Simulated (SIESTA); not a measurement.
The system is ZnWO4.

```
CELL_PARAMETERS angstrom
4.69860 0.00000 0.00000
0.00000 5.72930 0.00000
-0.05299 0.00000 4.93642
ATOMIC_POSITIONS crystal
W 0.00000 0.81742 0.75000
W 0.00000 0.18258 0.25000
Zn 0.50000 0.31600 0.75000
Zn 0.50000 0.68400 0.25000
O 0.25650 0.62230 0.89960
O 0.74350 0.62230 0.60040
O 0.74350 0.37770 0.10040
O 0.25650 0.37770 0.39960
O 0.21690 0.89490 0.43630
O 0.78310 0.89490 0.06370
O 0.78310 0.10510 0.56370
O 0.21690 0.10510 0.93630
```

| Property | Result |
| --- | --- |
| Program | SIESTA 5.4.2 |
| Task | single point |
| Functional | PBEsol |
| Potentials or basis | PseudoDojo 0.4 standard (PBEsol files) |
| Basis | DZP (energy shift 0.003 Ry; two zetas on semicore shells) |
| Grid cutoff | 800 Ry |
| Energy shift | 0.003 Ry |
| k mesh | 6 × 5 × 6 |
| Occupations | fermi-dirac, width 0.05 eV |
| Spin | no spin polarisation |

On this cell: pressure 3.5 GPa; largest force 0.965 eV/Å; band gap on the k mesh 2.76 eV, direct.

The same run follows on a disturbed copy (atoms moved at random, drawn with an rms of 0.05 Å):

```
W Zn O
1.0
     4.69860    0.00000    0.00000
     0.00000    5.72930    0.00000
    -0.05299    0.00000    4.93642
W Zn O
2 2 8
Cartesian
  -0.0928 4.6394 3.7080
  -0.0357 1.0791 1.2449
  2.3265 1.7851 3.6752
  2.3133 3.9026 1.1935
  1.1317 3.5516 4.4086
  3.4032 3.5332 2.9416
  3.4839 2.1653 0.4767
  1.2252 2.1309 1.9692
  1.0130 5.1059 2.1756
  3.6685 5.0952 0.3437
  3.6121 0.6231 2.7389
  1.0422 0.5934 4.6243
```

Task: What changes?

Result: The energy moves by +13.7 meV/atom; pressure 1.5 GPa; largest force 2.589 eV/Å; band gap on the k mesh 2.58 eV, direct.

Forces in eV/Å, atoms in the order of the input:
```
W    0.824  1.289 -0.721
W    1.739 -1.699 -0.890
Zn  -0.420  0.028  0.216
Zn  -0.303  0.150  0.260
O    0.592 -0.847  0.615
O   -0.158 -0.262 -0.195
O   -0.802  1.008 -0.699
O    0.154  0.770  0.240
O   -0.603  0.140  0.049
O    0.131  0.397 -0.163
O    0.087 -0.664  0.823
O   -1.240 -0.311  0.464
```

Stress tensor (GPa, compression positive):
```
 0.95 -1.51  2.48
-1.51  2.20 -0.68
 2.48 -0.68  1.31
```

Caveats: short orbitals over semicore shells can move pressures by several GPa; the valence orbitals were made in a potential fitted to the semicore shell under them, which widens gaps by tenths of an eV or more; spin-orbit coupling is left out, which moves the levels of the heavy elements; an odd mesh through Γ misses points on the zone boundary, where band edges often lie; the basis of atomic orbitals isn't converged, which shifts pressures, moduli and gaps.
